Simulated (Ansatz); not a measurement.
# CH₃B₂F (SMILES BC=BF): single points off equilibrium

The task here is to estimate one member of a computed series from the others.

Computed with Ansatz 0.2.0, Gaussian basis. Level: single points in def2-TZVPP.

Cores are frozen in the correlated methods.

## The starting structure

7 atoms, charge 0, spin multiplicity 1.

Atoms are counted from 1 here; the program's logs count them from 0.

Bond lengths: B1–C2 1.528 Å, B1–H5 1.173 Å, B1–H6 1.151 Å, C2–B3 1.417 Å, C2–H7 1.069 Å, B3–F4 1.286 Å. Angles: C2–B1–H5 121.9°, C2–B1–H6 118.8°, H5–B1–H6 119.3°, B1–C2–B3 116.3°, B1–C2–H7 118.3°, B3–C2–H7 125.3°, C2–B3–F4 172.3°.

Geometry (Å):

```mol
CH3B2F
  3D, bonds by distance, orders not assigned

  7  6  0  0  0  0  0  0  0  0999 V2000
    0.1401    0.2232   -1.0575 B   0  0
   -0.5830    0.0106    0.2713 C   0  0
    0.2279   -0.3411    1.3783 B   0  0
    1.0975   -0.6514    2.2735 F   0  0
    1.3034    0.1075   -1.1551 H   0  0
   -0.4772    0.5082   -1.9861 H   0  0
   -1.6457    0.1274    0.2954 H   0  0
  1  2  8  0
  1  5  8  0
  1  6  8  0
  2  3  8  0
  2  7  8  0
  3  4  8  0
M  END
```

Set-up of the first run:

Contents of run/in.yaml:

```yaml
crystal:
  periodic: [false, false, false]
  atoms:
    - {symbol: B, position_ang: [0.140100, 0.223200, -1.057500]}
    - {symbol: C, position_ang: [-0.583000, 0.010600, 0.271300]}
    - {symbol: B, position_ang: [0.227900, -0.341100, 1.378300]}
    - {symbol: F, position_ang: [1.097500, -0.651400, 2.273500]}
    - {symbol: H, position_ang: [1.303400, 0.107500, -1.155100]}
    - {symbol: H, position_ang: [-0.477200, 0.508200, -1.986100]}
    - {symbol: H, position_ang: [-1.645700, 0.127400, 0.295400]}
basis:
  gaussian: {orbitals: def2-TZVPP}
correlation: {method: ccsd_t}
output: {forces: true}
```

No record of the launch command was kept for these runs.

Among the steps run: CCSD(T)/def2-TZVPP; PBE0-D4/def2-TZVPP; wB97M-V/def2-TZVPP; r2SCAN-D4/def2-TZVPP; PBE-D4/def2-TZVPP; BHLYP-D4/def2-TZVPP; revPBE-D4/def2-TZVPP.

One table of the session follows, with a row left open; its other results are not shown here.

```
   method  RMS force component (eV/Å)  angle to CCSD(T) forces (°)  dipole (D)
  CCSD(T)                       0.480                    reference        2.09
  PBE0-D4                       0.580                          9.8        2.14
  wB97M-V                       0.537                         12.4        2.21
r2SCAN-D4                       0.551                          7.9        2.17
   PBE-D4                           ?                            ?           ?
 BHLYP-D4                       0.566                         24.7        2.05
revPBE-D4                       0.565                         17.2        2.22
```

**Question.** Estimate the row for PBE-D4.

As computed: RMS force component (eV/Å): 0.576; angle to CCSD(T) forces (°): 12.4; dipole (D): 2.21. In the column «RMS force component (eV/Å)» it lies between BHLYP-D4 (0.566) and PBE0-D4 (0.580).
